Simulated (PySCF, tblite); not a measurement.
# C4H13FOSi3: geometry, infrared bands and NMR shifts

What infrared bands and NMR shifts should C4H13FOSi3 (`C[SiH](C)[SiH2][C@@H](F)[SiH2]C=O`) show?

Computed with tblite 0.8.0 and PySCF 2.14.0, with density-fitted response routines of our own, on a single molecule in the gas phase. Atoms are numbered from 0 throughout.

### Step 1. The starting structure

22 atoms, charge 0, multiplicity 1; geometry from: force field or distance geometry start.

Bonds of the start (Å): C0–Si1 1.84, Si1–C2 1.86, Si1–Si3 2.32, Si3–C4 1.84, C4–F5 1.38, C4–Si6 1.85, Si6–C7 1.88, C7–O8 1.22, C0–H9 1.09, C0–H10 1.11, C0–H11 1.09, Si1–H12 1.50, C2–H13 1.09, C2–H14 1.10, C2–H15 1.08, Si3–H16 1.48, Si3–H17 1.49, C4–H18 1.09, Si6–H19 1.49, Si6–H20 1.49, C7–H21 1.09.

### Step 2. Geometry optimisation with GFN2-xTB

Job settings and geometry (Å):

```
{"job": {"kind": "relax", "xc": "GFN2-xTB", "basis": "xTB"}, "charge": 0, "multiplicity": 1}
C     -2.808200     0.625900    -0.968800
Si    -1.874500     0.704300     0.611500
C     -2.107600    -0.832100     1.641400
Si     0.389300     0.919200     0.132800
C      0.923100    -0.599400    -0.756100
F      0.268100    -0.650100    -1.965800
Si     2.742100    -0.467300    -1.067400
C      3.732200    -0.702500     0.516400
O      3.211600    -1.318100     1.438500
H     -2.524700    -0.235400    -1.567900
H     -3.894300     0.543700    -0.778900
H     -2.660300     1.526500    -1.566600
H     -2.316700     1.887400     1.412900
H     -1.543100    -0.783400     2.568800
H     -3.175100    -0.946000     1.902300
H     -1.803900    -1.724200     1.108100
H      0.604400     2.149500    -0.661400
H      1.133900     1.087100     1.416400
H      0.677600    -1.513300    -0.217400
H      3.164300    -1.508200    -2.041900
H      3.110300     0.830400    -1.702300
H      4.741200    -0.283600     0.544300
```

Launch:

```bash
OMP_NUM_THREADS=1 python probes_run.py task.json out
```

This one command runs all jobs of the session in turn.

**Question.** This job is followed by: GFN2-xTB harmonic vibrations, gas phase; GIAO PBE0/pcSseg-1 NMR shielding, non-relativistic, gas phase. What will the session give for the following? strongest single infrared mode (GFN2-xTB); zero-point energy (GFN2-xTB); ¹³C shifts against TMS (PBE0/pcSseg-1); ¹H shifts against TMS (PBE0/pcSseg-1, means over atoms taken as alike); ²⁹Si shifts against TMS (PBE0/pcSseg-1); ¹⁹F shifts against CFCl3 (PBE0/pcSseg-1); ¹⁷O shifts against H2O (PBE0/pcSseg-1); surface potential, 1st and 99th percentile.

The runs gave:

```
                                                              quantity                                                      value
                             strongest single infrared mode (GFN2-xTB)                                      2118 cm⁻¹, 378 km/mol
                                          zero-point energy (GFN2-xTB)                                              94.5 kcal/mol
                                ¹³C shifts against TMS (PBE0/pcSseg-1)                                247.1, 80.8, -3.5, -4.9 ppm
¹H shifts against TMS (PBE0/pcSseg-1, means over atoms taken as alike)  12.36, 5.63, 4.84, 4.56, 4.41, 3.96, 3.96, 0.37, 0.32 ppm
                               ²⁹Si shifts against TMS (PBE0/pcSseg-1)                                    -46.2, -58.5, -71.4 ppm
                              ¹⁹F shifts against CFCl3 (PBE0/pcSseg-1)                                                 -311.1 ppm
                                ¹⁷O shifts against H2O (PBE0/pcSseg-1)                                                  951.8 ppm
                                 surface potential, 1st and 99th percentile                                         -1.29 V and 1.35 V
```

In words: Relaxing lowered the energy by 0.505 eV in 94 steps; the close pair that moved most is Si3–C4, from 1.839 to 1.941 Å. No mode is imaginary among the 60: a minimum at this level. The strongest single mode, at 2118 cm⁻¹, moves mainly H12. GFN2-xTB is a fitted tight-binding method: band positions and strengths are rough. Its intensities can rank the bands wrongly. At PBE0/pcSseg-1: The largest span, 2125 ppm, is at O8, where the paramagnetic term is -1023 ppm. At PBE0/pcSseg-1, counted by nearest atom on the grid, the HOMO lies on O8 49 %; H21 15 %, the LUMO on C7 43 %; O8 32 %.
